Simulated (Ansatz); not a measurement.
# BH5NSn+ (SMILES N[BH][SnH2+]): single points off equilibrium

One table from this session's results is given with a row withheld; the runs are named, their logs left out.

Program: Ansatz 0.2.0, Gaussian basis. Level of theory: single points in def2-TZVPP. These are calculated values, not measurements.

Correlated methods freeze the cores. Filled d shells of the heavier atoms are correlated. Core potentials replace the inner electrons past krypton, and spin-orbit coupling is left out.

**The system as given**

SMILES `N[BH][SnH2+]`, 8 atoms, charge 1, spin multiplicity 1.

Atoms are counted from 1 here; the program's logs count them from 0.

Bond lengths: N1–B2 1.419 Å, N1–H4 0.973 Å, N1–H5 0.974 Å, B2–Sn3 2.368 Å, B2–H6 1.117 Å, Sn3–H7 1.738 Å, Sn3–H8 1.805 Å. Angles: B2–N1–H4 129.2°, B2–N1–H5 118.2°, H4–N1–H5 112.5°, N1–B2–Sn3 116.7°, N1–B2–H6 127.4°, Sn3–B2–H6 114.7°, B2–Sn3–H7 135.4°, B2–Sn3–H8 126.8°, H7–Sn3–H8 97.3°.

As a file:

```
N    -1.0598    0.9735   -0.7138
B     0.1630    0.9136    0.0038
Sn    0.9019   -1.2345    0.6710
H    -1.6691    0.2532   -0.9536
H    -1.3556    1.8389   -1.0475
H     0.9212    1.7252    0.1201
H     2.0719   -1.8458    1.8008
H     0.1623   -2.8200    0.2253
```

The first run:

Input file run/in.yaml:

```yaml
crystal:
  periodic: [false, false, false]
  atoms:
    - {symbol: N, position_ang: [-1.059800, 0.973500, -0.713800]}
    - {symbol: B, position_ang: [0.163000, 0.913600, 0.003800]}
    - {symbol: Sn, position_ang: [0.901900, -1.234500, 0.671000]}
    - {symbol: H, position_ang: [-1.669100, 0.253200, -0.953600]}
    - {symbol: H, position_ang: [-1.355600, 1.838900, -1.047500]}
    - {symbol: H, position_ang: [0.921200, 1.725200, 0.120100]}
    - {symbol: H, position_ang: [2.071900, -1.845800, 1.800800]}
    - {symbol: H, position_ang: [0.162300, -2.820000, 0.225300]}
basis:
  gaussian: {orbitals: def2-TZVPP}
total_charge: 1
correlation: {method: ccsd_t}
output: {forces: true}
```

The command line of these runs was not kept.

Steps of the session up to this table: CCSD(T)/def2-TZVPP; PBE0-D4/def2-TZVPP; wB97M-V/def2-TZVPP; r2SCAN-D4/def2-TZVPP; PBE-D4/def2-TZVPP; BLYP-D4/def2-TZVPP; wB97X-V/def2-TZVPP.

One of the session's tables, all rows but one given; the rest of the session is left out.

| method | RMS force component (eV/Å) | angle to CCSD(T) forces (°) |
| --- | --- | --- |
| CCSD(T) | 1.333 | reference |
| PBE0-D4 | 1.412 | 4.7 |
| wB97M-V | 1.388 | 4.5 |
| r2SCAN-D4 | 1.372 | 3.8 |
| PBE-D4 | ? | ? |
| BLYP-D4 | 1.344 | 8.0 |
| wB97X-V | 1.414 | 1.9 |

Estimate the missing values for PBE-D4.

**Answer.** RMS force component (eV/Å): 1.405; angle to CCSD(T) forces (°): 7.1. In the column «RMS force component (eV/Å)» it lies between wB97M-V (1.388) and PBE0-D4 (1.412).
